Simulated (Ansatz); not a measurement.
# Si₂H₆O₃: how energies converge with the basis set

One table from this session's results is given with a row withheld; the runs are named, their logs left out.

The runs use Ansatz 0.2.0, Gaussian basis; one geometry, several basis sets.

Plan: PBE0-D4/def2-SVP; ωB97M-V/def2-SVP; PBE0-D4/def2-QZVPP; ωB97M-V/def2-QZVPP; the functionals' def2-TZVPP values are taken from earlier runs.

## The relaxed structure

All runs share one geometry, relaxed beforehand with PBE0-D4 in a triple-zeta def2 set.

SMILES `O[SiH](O)O[SiH3]`, 11 atoms, charge 0, spin multiplicity 1.

Atoms are counted from 1 here; the program's logs count them from 0.

Bond lengths: O1–Si2 1.631 Å, O1–H6 0.959 Å, Si2–O3 1.639 Å, Si2–O4 1.622 Å, Si2–H7 1.473 Å, O3–H8 0.958 Å, O4–Si5 1.640 Å, Si5–H9 1.485 Å, Si5–H10 1.483 Å, Si5–H11 1.485 Å. Angles: Si2–O1–H6 118.4°, O1–Si2–O3 113.1°, O1–Si2–O4 111.2°, O1–Si2–H7 104.7°, O3–Si2–O4 104.7°, O3–Si2–H7 112.0°, O4–Si2–H7 111.3°, Si2–O3–H8 118.0°, Si2–O4–Si5 142.8°, O4–Si5–H9 110.6°, O4–Si5–H10 107.7°, O4–Si5–H11 110.3°, H9–Si5–H10 109.5°, H9–Si5–H11 109.4°, H10–Si5–H11 109.4°.

The first run:

Input file in.yaml:

```yaml
crystal:
  periodic: [false, false, false]
  atoms:
    - {symbol: O, position_ang: [-2.050090, 0.722466, 1.083641]}
    - {symbol: Si, position_ang: [-0.434525, 0.605765, 0.893286]}
    - {symbol: O, position_ang: [0.207122, -0.703976, 1.641543]}
    - {symbol: O, position_ang: [-0.039661, 0.422614, -0.668726]}
    - {symbol: Si, position_ang: [0.977397, -0.380036, -1.674254]}
    - {symbol: H, position_ang: [-2.605673, 0.045495, 0.693810]}
    - {symbol: H, position_ang: [0.098695, 1.867516, 1.435603]}
    - {symbol: H, position_ang: [0.074218, -0.792011, 2.586049]}
    - {symbol: H, position_ang: [2.373371, -0.310104, -1.171871]}
    - {symbol: H, position_ang: [0.897341, 0.267887, -3.006208]}
    - {symbol: H, position_ang: [0.567305, -1.802618, -1.792273]}
basis:
  gaussian: {orbitals: def2-SVP}
hamiltonian: {xc: pbe0, dispersion: d4}
output: {orbitals: {seedname: orbitals}}
```

On the command line:

```
$ ansatz run in.yaml --threads 4 --pin off --events-out ev --progress --plain --max-ram 10444MiB
```

Steps of the session up to this table: PBE0-D4 in def2-SVP; ωB97M-V in def2-SVP; PBE0-D4 in def2-QZVPP; ωB97M-V in def2-QZVPP.

One of the session's tables, all rows but one given; the rest of the session is left out.

It belongs to the step «Functionals by basis». 

```
functional       basis  HOMO (eV)  LUMO (eV)
   PBE0-D4    def2-SVP      -8.70       0.83
   PBE0-D4  def2-TZVPP      -8.84       0.24
   PBE0-D4  def2-QZVPP          ?          ?
   ωB97M-V    def2-SVP     -10.97       2.66
   ωB97M-V  def2-TZVPP     -11.15       1.80
   ωB97M-V  def2-QZVPP     -11.18       1.28
```

**Question.** Estimate the row for PBE0-D4, def2-QZVPP.

As computed: HOMO (eV): -8.87; LUMO (eV): 0.00. In the column «HOMO (eV)» it lies between ωB97M-V, def2-SVP (-10.97) and PBE0-D4, def2-TZVPP (-8.84).
